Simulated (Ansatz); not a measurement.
TiSi2:

```
Ti Si
1.0
     4.37464    0.00000    0.00000
    -2.18732    3.78855    0.00000
     0.00000    0.00000    2.56101
Ti Si
1 2
Direct
  0.00000 0.00000 0.00000
  0.33333 0.66667 0.50000
  0.66667 0.33333 0.50000
```

The cell was built by a generator and needn't be a form met in nature.

```yaml
Program: Ansatz 0.2.0
Task: relaxation of cell and atoms
Functional: PBEsol
Potentials_or_basis: all-electron LAPW, scalar-relativistic
Basis_error_allowed: 0.002 eV/atom
k_mesh: 6 × 6 × 8
Occupations: fermi-dirac, width 0.05 eV
Spin: no spin polarisation
```

At the start: volume 14.15 Å³/atom.

Problem. How do energy, volume and symmetry change on relaxing?

Solution. Over 5 steps the energy falls by 7.0 meV/atom and the volume is 13.68 Å³/atom (-3.3 %); space group P6/mmm (No. 191, to 0.05 Å).

The path:
| step | energy change (eV) | largest force (eV/Å) | volume (Å³) |
| --- | --- | --- | --- |
| 1 | 0.0000 | 0.0000 | 42.45 |
| 2 | -0.0208 | 0.0000 | 41.04 |
| 3 | -0.0209 | 0.0000 | 41.03 |
| 4 | -0.0209 | 0.0000 | 41.03 |
| 5 | -0.0209 | 0.0000 | 41.03 |

Final structure:
```yaml
crystal:
  lattice:
    - [4.31612, 0.00000, 0.00000]
    - [-2.15806, 3.73787, 0.00000]
    - [0.00000, 0.00000, 2.54339]
  atoms:
    - { symbol: Ti, position: [0.00000, 0.00000, 0.00000] }
    - { symbol: Si, position: [0.33333, 0.66667, 0.50000] }
    - { symbol: Si, position: [0.66667, 0.33333, 0.50000] }
```

Caveat: the k mesh is thin for a metal, which can move the energy by tens of meV per atom.
